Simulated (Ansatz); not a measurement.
**TlRu in Ansatz: convergence with ecutfock ratio**

TlRu:

```
Tl Ru
1.0
     3.05910    0.00000    0.00000
    -1.52955    2.64926    0.00000
     0.00000    0.00000    6.14533
Tl Ru
1 1
Direct
  0.00000 0.00000 0.50000
  0.00000 0.00000 0.00000
```

The cell was built by a generator and needn't be a form met in nature.

| Quantity | Value |
| --- | --- |
| Program | Ansatz 0.2.0 |
| Task | convergence study |
| Functional | PBE0 |
| Potentials or basis | Ansatz NC |
| Cutoff | 1143 eV |
| Density cutoff | 4572 eV |
| k mesh | 5 × 5 × 3 |
| Occupations | fermi-dirac, width 0.1 eV |
| Spin | no spin polarisation |

These are the settings of the first run; the series varies ecutfock ratio, with any setting tied to it.

Hardware: 2 threads of Arm Neoverse V1, on a shared host.

```
ecutfock ratio  energy less the tightest run, at zero smearing (meV/atom)  SCF cycles  CPU time (s)  peak memory (GiB)
             1                                                      -0.06          35            99                1.9
             2                                                       0.00          35           140                  2
             3                                                       0.00          35           150                2.2
             4                                                       0.00          35           150                2.2
```

Against the tightest run, the energy stays within 1 meV/atom from 1 on. The tightest run that finished is the yardstick and may itself not be fully converged.

Caveat, for the tightest run too: the k mesh is coarse (spacing up to 0.47 Å⁻¹), so the values aren't converged, least of all with exact exchange. The run has no spin-orbit coupling, so splittings on Tl are missing.
